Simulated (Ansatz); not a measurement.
# KBF3: the cost of one run

Program: Ansatz 0.2.0. Level of theory: DFT PBE+D3(BJ), scalar-relativistic, plane waves, PAW. These are calculated values, not measurements.

**1. The system as given**

The structure is trigonal, space group P3m1 (No. 156). The conventional cell has a = 2.977 Å, b = 2.977 Å, c = 8.402 Å, α = 90.00°, β = 90.00°, γ = 120.00°. K (site symmetry 3m) has 6 F at 2.96 Å and 6 K at 2.98 Å in its first shell of neighbours. B (site symmetry 3m) is surrounded by 6 F at 1.82 Å. Around F (site symmetry 3m) lie 9 F at 2.96 to 2.98 Å and 3 K at 2.96 Å and 1 B at 3.00 Å. F (site symmetry 3m) is surrounded by 3 B at 1.82 Å and 3 F at 2.08 Å.

Structure file:

```xyz
5
Lattice="2.9767 0.0000 0.0000 -1.4884 2.5779 0.0000 0.0000 0.0000 8.4016" Properties=species:S:1:pos:R:3 pbc="T T T"
K     0.0000    1.7186    5.9931
B     0.0000    0.0000    2.9952
F     0.0000    0.0000    0.0000
F     0.0000    1.7186    2.4059
F     1.4884    0.8593    3.5845
```

A structure generator made this guess: close-packed anion layers stacked ABC|A, with sites between them filled layer by layer (P3m1, No. 156). Its size is a rough estimate.

**2. A first look at the guess**

The input, input.yaml:

```yaml
crystal:
  lattice:
    - [2.97671703, 0.0, 0.0]
    - [-1.48835852, 2.57791257, 0.0]
    - [0.0, 0.0, 8.40159906]
  atoms:
    - { symbol: K, position: [0.33333333, 0.66666667, 0.71332298] }
    - { symbol: B, position: [0.0, 0.0, 0.35650258] }
    - { symbol: F, position: [0.0, 0.0, 0.0] }
    - { symbol: F, position: [0.33333333, 0.66666667, 0.28635919] }
    - { symbol: F, position: [0.66666667, 0.33333333, 0.42664597] }
basis:
  ecutwfc: 420
kpoints:
  mp_grid: { grid: [6, 6, 2] }
hamiltonian:
  xc: pbe
  dispersion: d3bj
scf:
  occupations: { method: gaussian, width: 0.1 }
  lower_state_search: "off"
output:
  forces: true
  stress: true
  eigenvalues: true
```

Command:

```console
$ ansatz run input.yaml --threads 1 --pin off --max-ram 2560MiB --backend cpu --events-out ev --progress --plain --runs-dir out
```

**Question.** How long does this run take on 1 thread of Intel Xeon at 2.70GHz, shared host, and how much memory does it need?

About 2.3 s, with a peak of 0.34 GiB.
